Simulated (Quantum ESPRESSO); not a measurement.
Something may be wrong with this Quantum ESPRESSO 7.5 calculation of BiH3.

File pw.in:

```
&CONTROL
  calculation = 'vc-relax'
  prefix = 'pwscf'
  outdir = './tmp'
  pseudo_dir = './pseudo'
  tprnfor = .true.
  tstress = .true.
  disk_io = 'low'
  nstep = 30
  forc_conv_thr = 0.0004
  etot_conv_thr = 1d-05
/
&SYSTEM
  ibrav = 0
  nat = 4
  ntyp = 2
  ecutwfc = 90
  nbnd = 20
  input_dft = 'revpbe'
  occupations = 'smearing'
  smearing = 'fd'
  degauss = 0.00367493
/
&ELECTRONS
  conv_thr = 8d-10
  electron_maxstep = 100
  mixing_beta = 0.5
  conv_tol = 1d-08
/
&IONS
  ion_dynamics = 'bfgs'
/
&CELL
  cell_dynamics = 'bfgs'
  press = 0
  press_conv_thr = 0.3
/
ATOMIC_SPECIES
Bi   208.9804 Bi.upf
H      1.0080 H.upf
CELL_PARAMETERS angstrom
   2.6231882400   -3.5733806700    0.0000000000
   2.6231882400    3.5733806700    0.0000000000
   0.0000000000    0.0000000000    2.5767969700
ATOMIC_POSITIONS crystal
Bi     0.0000000000    0.0000000000    0.0000000000
H      0.5000000000    0.5000000000    0.0000000000
H      0.0000000000    0.5000000000    0.5000000000
H      0.5000000000    0.0000000000    0.5000000000
K_POINTS automatic
4 4 7 0 0 0
```

Potentials or basis: PseudoDojo 0.5 SR PBE stringent.

Command:

```console
$ OMP_NUM_THREADS=1 pw.x -in pw.in > pw.out
```

pw.out:

```text
This program is part of the open-source Quantum ESPRESSO suite
     for quantum simulation of materials; please cite
         "P. Giannozzi et al., J. Phys.:Condens. Matter 21 395502 (2009);
         "P. Giannozzi et al., J. Phys.:Condens. Matter 29 465901 (2017);
         "P. Giannozzi et al., J. Chem. Phys. 152 154105 (2020);
     in publications or presentations arising from this work. More details at

 %%%%%%%%%%%%%%%%%%%%%%%%%%%%%%%%%%%%%%%%%%%%%%%%%%%%%%%%%%%%%%%%%%%%%%%%%%%%%%
     Error in routine  read_namelists (1):
      bad line in namelist &electrons: "  conv_tol = 1d-08" (error could be in the previous line)
 %%%%%%%%%%%%%%%%%%%%%%%%%%%%%%%%%%%%%%%%%%%%%%%%%%%%%%%%%%%%%%%%%%%%%%%%%%%%%%

     stopping ...
```

Problem. What happened, and what is wrong with the input?

Solution. The program refused the input. The input holds a flaw that was put in on purpose: misspelt key (conv_tol = 1e-08).
